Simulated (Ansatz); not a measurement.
# Cl2FH6NSi: the cost of one run

Program: Ansatz 0.2.0. Level of theory: UKS PBE/STO-3G. These are calculated values, not measurements.

### 1 The starting structure

Bond lengths: Si1–Cl3 2.008 Å, Si1–Cl4 2.071 Å, Si1–H5 1.446 Å, Si1–F7 2.003 Å, N9–H10 1.007 Å, N9–H11 1.007 Å. Angles: Cl3–Si1–Cl4 105.7°, Cl3–Si1–H5 117.2°, Cl3–Si1–F7 91.1°, Cl4–Si1–H5 99.9°, Cl4–Si1–F7 160.0°, H5–Si1–F7 81.2°, H10–N9–H11 111.9°.

Coordinates:

```xyz
11

Si   -1.5283   -0.5717   -0.1929
H     0.0136   -0.5502    0.8668
Cl   -1.0391   -1.8243   -1.6839
Cl   -2.5045   -1.7325    1.2176
H    -2.5558    0.4085   -0.4641
H     0.7511    1.0053   -0.5711
F    -0.3783    0.8699   -0.9740
H     0.8984   -0.1175    0.8364
N     1.7571    0.7371    0.2632
H     2.0381    1.4981    0.8592
H     2.5477    0.2774   -0.1573
```

### 2 Run 1

150 steps of 0.5 fs at constant energy, with velocities drawn for 300 K.

The input, input.yaml:

```yaml
crystal:
  periodic: [false, false, false]
  atoms:
    - { symbol: Si, position_ang: [-1.5283, -0.5717, -0.1929] }
    - { symbol: H, position_ang: [0.0136, -0.5502, 0.8668] }
    - { symbol: Cl, position_ang: [-1.0391, -1.8243, -1.6839] }
    - { symbol: Cl, position_ang: [-2.5045, -1.7325, 1.2176] }
    - { symbol: H, position_ang: [-2.5558, 0.4085, -0.4641] }
    - { symbol: H, position_ang: [0.7511, 1.0053, -0.5711] }
    - { symbol: F, position_ang: [-0.3783, 0.8699, -0.974] }
    - { symbol: H, position_ang: [0.8984, -0.1175, 0.8364] }
    - { symbol: "N", position_ang: [1.7571, 0.7371, 0.2632] }
    - { symbol: H, position_ang: [2.0381, 1.4981, 0.8592] }
    - { symbol: H, position_ang: [2.5477, 0.2774, -0.1573] }
magnetization:
  spin_polarized: true
basis:
  gaussian: { orbitals: STO-3G }
hamiltonian:
  xc: pbe
md:
  timestep: 0.5
  n_steps: 150
  ensemble: nve
  temperature: 300.0
  initial_velocities: maxwell_boltzmann
  seed: 524111
```

On the command line:

```bash
> ansatz run input.yaml --threads 1 --pin off --max-ram 2048MiB --backend cpu --events-out ev --progress --plain --runs-dir out
```

Q: Estimate wall time and peak memory on 1 thread of Intel Xeon at 2.50GHz (Skylake/Cascade Lake), shared host.

About 19 min, with a peak of 0.13 GiB.
